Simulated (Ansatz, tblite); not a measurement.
**The cluster In9As8H24−: rung by rung**

How do method and basis change the picture of the cluster In9As8H24− (singlet)?

Computed with Ansatz 0.2.0, Gaussian basis. Level: as each input shows.

Levels to be run: GFN1-xTB, GFN2-xTB, PBE-D4/def2-SVP, r2SCAN-D4/def2-SVP, B97M-V/def2-SVP, B2PLYP/def2-SVP, PBE0-D4/def2-TZVP, PBE-D4/def2-TZVP, MP2/def2-SVP, RPA/def2-SVP.

3 further runs of the same task are left out: 1 for a known fault of the program, 2 set aside as unsound or not needed.

## 1. The structure

The singlet was relaxed beforehand with PBE-D4/def2-SVP.

41 atoms, charge -1, spin multiplicity 1.

Bond lengths: As1–In9 2.738 Å, As1–In12 2.770 Å, As1–H18 1.531 Å, As1–H19 1.537 Å, As2–In11 2.738 Å, As2–In13 2.734 Å, As2–H20 1.532 Å, As2–H21 1.529 Å, As3–In10 2.729 Å, As3–In14 2.703 Å, As3–In15 2.635 Å, As3–H22 1.534 Å, As4–In11 2.686 Å, As4–In14 2.728 Å, As4–In16 2.642 Å, As4–H23 1.534 Å, As5–In9 2.697 Å, As5–In10 2.706 Å and more. Angles: In9–As1–In12 140.3°, In9–As1–H18 103.6°, In9–As1–H19 100.5°, In12–As1–H18 106.1°, In12–As1–H19 102.8°, H18–As1–H19 94.3°, In11–As2–In13 135.0°, In11–As2–H20 106.2°, In11–As2–H21 101.6°, In13–As2–H20 107.1°, In13–As2–H21 104.4°, H20–As2–H21 95.2°, In10–As3–In14 122.0°, In10–As3–In15 107.1°, In10–As3–H22 106.8°, In14–As3–In15 114.4°, In14–As3–H22 104.5°, In15–As3–H22 99.4° and more.

In takes a core potential in the def2 sets. No spin-orbit coupling is included. The ion is computed in the gas phase, without counter-ions or solvent.

PBE0-D4/def2-SVP was run before; its log isn't repeated, and its numbers join the tables.

## 2. GFN1-xTB

Tight binding, by tblite at 300 K electronic temperature and without a spin-polarisation term:

```python
tblite.interface.Calculator('GFN1-xTB', numbers, positions, charge=-1, uhf=0).singlepoint()
```

Energy -1256.9088 eV, HOMO -6.81 eV, LUMO -4.14 eV; 0.31 s.

## 3. GFN2-xTB

Tight binding, by tblite at 300 K electronic temperature and without a spin-polarisation term:

```python
tblite.interface.Calculator('GFN2-xTB', numbers, positions, charge=-1, uhf=0).singlepoint()
```

Energy -1153.2923 eV, HOMO -7.53 eV, LUMO -5.07 eV; 0.3 s.

## 4. PBE-D4/def2-SVP

start.molden holds the orbitals of an earlier run on this state, given as this run's starting guess.

File in.yaml:

```yaml
crystal:
  periodic: [false, false, false]
  atoms:
    - {symbol: As, position_ang: [-2.050678, -1.685406, 3.576749]}
    - {symbol: As, position_ang: [1.077758, -2.760856, 0.261130]}
    - {symbol: As, position_ang: [-1.741312, 2.666803, -3.151756]}
    - {symbol: As, position_ang: [1.209525, 0.004567, -3.118937]}
    - {symbol: As, position_ang: [-2.154460, -0.205080, -0.353558]}
    - {symbol: As, position_ang: [1.780950, 0.024218, 3.326825]}
    - {symbol: As, position_ang: [1.226863, 2.508472, -0.070973]}
    - {symbol: As, position_ang: [4.194546, -0.469856, -0.095916]}
    - {symbol: In, position_ang: [-3.371619, -2.039693, 1.204302]}
    - {symbol: In, position_ang: [-3.717728, 1.069544, -2.156919]}
    - {symbol: In, position_ang: [-0.417601, -1.616702, -1.726022]}
    - {symbol: In, position_ang: [0.486708, -1.931976, 4.658891]}
    - {symbol: In, position_ang: [2.983294, -1.867387, 2.006874]}
    - {symbol: In, position_ang: [0.098818, 1.743534, -4.903210]}
    - {symbol: In, position_ang: [-0.733949, 4.009301, -1.120054]}
    - {symbol: In, position_ang: [2.987766, 1.341093, -1.693078]}
    - {symbol: In, position_ang: [-1.019747, 1.632923, 1.128674]}
    - {symbol: H, position_ang: [-2.614629, -0.366377, 4.110201]}
    - {symbol: H, position_ang: [-2.905161, -2.559993, 4.507348]}
    - {symbol: H, position_ang: [1.564812, -4.105209, -0.289285]}
    - {symbol: H, position_ang: [-0.006366, -3.362650, 1.155780]}
    - {symbol: H, position_ang: [-2.433687, 3.817928, -3.893452]}
    - {symbol: H, position_ang: [2.078801, -0.948309, -3.948804]}
    - {symbol: H, position_ang: [2.902286, 0.040377, 4.394065]}
    - {symbol: H, position_ang: [1.939378, 3.430020, 0.920804]}
    - {symbol: H, position_ang: [4.994589, -1.344820, -1.072292]}
    - {symbol: H, position_ang: [5.424159, 0.270776, 0.443005]}
    - {symbol: H, position_ang: [-2.864173, -3.626913, 0.653342]}
    - {symbol: H, position_ang: [-5.038838, -1.582882, 1.493911]}
    - {symbol: H, position_ang: [-4.141828, -0.081468, -3.406568]}
    - {symbol: H, position_ang: [-4.836435, 2.119319, -1.315753]}
    - {symbol: H, position_ang: [-1.003630, -2.916171, -2.739917]}
    - {symbol: H, position_ang: [0.890225, -3.571902, 4.134817]}
    - {symbol: H, position_ang: [0.245764, -1.585592, 6.366593]}
    - {symbol: H, position_ang: [4.098792, -3.163666, 2.376805]}
    - {symbol: H, position_ang: [-0.714943, 0.828020, -6.151398]}
    - {symbol: H, position_ang: [1.310681, 2.972343, -5.204840]}
    - {symbol: H, position_ang: [-0.744966, 5.743906, -0.964178]}
    - {symbol: H, position_ang: [-1.863389, 3.249639, 0.287835]}
    - {symbol: H, position_ang: [4.121557, 2.425272, -2.460754]}
    - {symbol: H, position_ang: [-1.242144, 1.894833, 2.829723]}
basis:
  gaussian: {orbitals: def2-SVP, fitting: {mean_field: def2-universal-jkfit}, initial_orbitals: start.molden}
total_charge: -1
hamiltonian: {xc: pbe, dispersion: d4}
scf: {omitted_lower_state_checks: [starts]}
output: {orbitals: {seedname: orbitals}}
```

The run is started by

```sh
$ ansatz run in.yaml --threads 4 --pin off --events-out ev --progress --plain --max-ram 46080MiB --backend cuda --devices 0, --max-vram 37GiB
```

Further steps of the session: r2SCAN-D4/def2-SVP; B97M-V/def2-SVP; B2PLYP/def2-SVP; PBE0-D4/def2-TZVP; PBE-D4/def2-TZVP; MP2/def2-SVP; RPA/def2-SVP.

**Question.** What will the summary of the whole plan be? Wanted: gap in def2-SVP, named functionals, smallest and largest; correlation energy, MP2/def2-SVP; PBE0 total energy, smallest basis above largest.

**Answer**, as computed:

```
                                                quantity                                value
gap in def2-SVP, named functionals, smallest and largest  3.06 eV (PBE-D4), 4.67 eV (PBE0-D4)
                        correlation energy, MP2/def2-SVP                            -77.02 eV
         PBE0 total energy, smallest basis above largest       62.14 eV (def2-SVP, def2-TZVP)
```

What this shows: Over the named functionals in def2-SVP the gap runs from 3.06 eV (PBE-D4) to 4.67 eV (PBE0-D4); exact exchange widens it.
